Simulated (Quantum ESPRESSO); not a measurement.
Input of a Quantum ESPRESSO 7.5 run:

Contents of pw.in:

```
&CONTROL
  calculation = 'scf'
  prefix = 'pwscf'
  outdir = './tmp'
  pseudo_dir = './pseudo'
  tprnfor = .true.
  tstress = .true.
  disk_io = 'nowf'
/
&SYSTEM
  ibrav = 0
  nat = 2
  ntyp = 2
  ecutwfc = 60
  ecutrho = 440
  nbnd = 19
  input_dft = 'pz'
  occupations = 'smearing'
  smearing = 'fd'
  degauss = 0.00367493
/
&ELECTRONS
  conv_thr = 4d-10
  electron_maxstep = 120
  mixing_beta = 0.3
/
ATOMIC_SPECIES
Mo    95.9500 Mo_ONCV_PBE-1.0.oncvpsp.upf
Se    78.9710 Se_pbe_v1.uspp.F.UPF
CELL_PARAMETERS angstrom
   3.5002295900    0.0000000000    0.0000000000
   0.0000000000    3.5002295900    0.0000000000
   0.0000000000    0.0000000000    3.5002295900
ATOMIC_POSITIONS angstrom
Mo     0.0000000000    0.0000000000    0.0000000000
Se     1.7501147950    1.7501147950    1.7501147950
K_POINTS automatic
8 8 8 0 0 0
HUBBARD {ortho-atomic}
U Mo-4d 2.0
```

Potentials or basis: SSSP 1.3 efficiency PBE.

Launch:

```sh
$ OMP_NUM_THREADS=1 pw.x -in pw.in > pw.out
```

Predict the pressure.

-32.0 GPa.

Estimate the band gap on the k mesh.

none (metal or under the smearing width).

Eigenvalues of the final occupation matrices:
```tsv
site	spin	trace	eigenvalues
Mo 1 4d	each	2.53	0.43 0.43 0.43 0.61 0.61
```

Caveat: the potentials were made for another functional, which shifts forces and pressure; a pressure of tens of GPa on the cell as given is suspect, and the run, the potentials or the cell itself is likely at fault; U without spin polarisation on a metal has little footing.
